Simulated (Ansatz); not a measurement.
# F₂GeH₆Si₂: up Jacob's ladder to CCSD(T)

One table from this session's results is given with a row withheld; the runs are named, their logs left out.

Program: Ansatz 0.2.0, Gaussian basis. Level of theory: functionals in def2-TZVPP, the program's frozen cores in correlated methods. These are calculated values, not measurements.

Levels to be run: LDA (SPW92), PBE-D4, revPBE-D4, BLYP-D4, r2SCAN-D4, B97M-V, PBE0-D4, B3LYP-D4, r2SCANh-D4, r2SCAN0-D4, HSE06-D4, BHLYP-D4, CAM-B3LYP-D4, LC-ωPBE, ωB97X-V, ωB97M-V, B2PLYP, PBE-QIDH; CCSD(T)/def2-SVP; CCSD(T)/def2-TZVPP; MP2/def2-QZVPP; extrapolation to the limit; RPA on PBE.

### The relaxed structure

The geometry comes from an earlier relaxation with PBE0-D4 in a triple-zeta def2 set; it is a stationary point, not always the lowest conformer.

SMILES `[F][Ge]([F])([SiH3])[SiH3]`, 11 atoms, charge 0, spin multiplicity 1.

Atoms are counted from 1 here; the program's logs count them from 0.

Bond lengths: F1–Ge2 1.745 Å, Ge2–F3 1.745 Å, Ge2–Si4 2.396 Å, Ge2–Si5 2.396 Å, Si4–H6 1.485 Å, Si4–H7 1.485 Å, Si4–H8 1.483 Å, Si5–H9 1.485 Å, Si5–H10 1.483 Å, Si5–H11 1.485 Å. Angles: F1–Ge2–F3 103.2°, F1–Ge2–Si4 106.7°, F1–Ge2–Si5 106.7°, F3–Ge2–Si4 106.7°, F3–Ge2–Si5 106.7°, Si4–Ge2–Si5 124.9°, Ge2–Si4–H6 108.4°, Ge2–Si4–H7 108.4°, Ge2–Si4–H8 109.0°, H6–Si4–H7 109.7°, H6–Si4–H8 110.7°, H7–Si4–H8 110.7°, Ge2–Si5–H9 108.4°, Ge2–Si5–H10 109.0°, Ge2–Si5–H11 108.4°, H9–Si5–H10 110.7°, H9–Si5–H11 109.7°, H10–Si5–H11 110.7°.

Coordinates:

```xyz
11
charge 0, multiplicity 1
F     0.56405   -2.14942   -0.50774
Ge    0.20417   -0.64454    0.29897
F     0.43128   -1.03255    1.98504
Si   -2.13882   -0.24378   -0.00558
Si    1.94749    0.88871   -0.29508
H    -2.50987    0.97308    0.76018
H    -2.39220   -0.02053   -1.45152
H    -2.89654   -1.42099    0.48299
H     1.74171    2.14907    0.46251
H     3.25794    0.28279    0.04292
H     1.85609    1.16107   -1.75189
```

The first run:

The input, in.yaml:

```yaml
crystal:
  periodic: [false, false, false]
  atoms:
    - {symbol: F, position_ang: [0.564050, -2.149425, -0.507742]}
    - {symbol: Ge, position_ang: [0.204174, -0.644539, 0.298968]}
    - {symbol: F, position_ang: [0.431275, -1.032554, 1.985039]}
    - {symbol: Si, position_ang: [-2.138817, -0.243781, -0.005575]}
    - {symbol: Si, position_ang: [1.947491, 0.888711, -0.295079]}
    - {symbol: H, position_ang: [-2.509872, 0.973078, 0.760184]}
    - {symbol: H, position_ang: [-2.392197, -0.020526, -1.451521]}
    - {symbol: H, position_ang: [-2.896541, -1.420987, 0.482988]}
    - {symbol: H, position_ang: [1.741705, 2.149072, 0.462508]}
    - {symbol: H, position_ang: [3.257938, 0.282785, 0.042915]}
    - {symbol: H, position_ang: [1.856093, 1.161066, -1.751886]}
basis:
  gaussian: {orbitals: def2-TZVPP}
hamiltonian: {xc: lda}
output: {orbitals: {seedname: orbitals}}
```

The run is started by

```console
ansatz run in.yaml --threads 4 --pin off --events-out ev --progress --plain --max-ram 11315MiB
```

Among the steps run: LDA; PBE-D4 (GGA); revPBE-D4 (GGA); BLYP-D4 (GGA); r2SCAN-D4 (meta-GGA); B97M-V (meta-GGA); PBE0-D4 (hybrid); B3LYP-D4 (hybrid); r2SCANh-D4 (hybrid); r2SCAN0-D4 (hybrid); HSE06-D4 (hybrid); BHLYP-D4 (hybrid); CAM-B3LYP-D4 (range-separated); LC-ωPBE (range-separated); ωB97X-V (range-separated); ωB97M-V (range-separated); B2PLYP (double hybrid); PBE-QIDH (double hybrid).

One of the session's tables, all rows but one given; the rest of the session is left out.

It belongs to the step «Orbital energies across the functionals». 

```
  functional  HOMO (eV)  gap (eV)
 LDA (SPW92)      -6.98      5.02
      PBE-D4      -6.86      5.11
   revPBE-D4      -6.81      5.16
     BLYP-D4      -6.72      5.13
   r2SCAN-D4      -7.14      5.59
      B97M-V      -7.30      5.58
     PBE0-D4      -8.02      7.04
    B3LYP-D4      -7.81      6.67
  r2SCANh-D4      -7.56      6.28
  r2SCAN0-D4      -8.20      7.32
    HSE06-D4      -7.64      6.28
    BHLYP-D4      -9.06      8.94
CAM-B3LYP-D4      -9.24      9.30
     LC-ωPBE     -10.49     11.63
     ωB97X-V          ?         ?
     ωB97M-V      -9.97     10.73
```

Q: Estimate the row for ωB97X-V from the others.

**Answer.** HOMO (eV): -10.19; gap (eV): 11.20. In the column «HOMO (eV)» it lies between LC-ωPBE (-10.49) and ωB97M-V (-9.97).
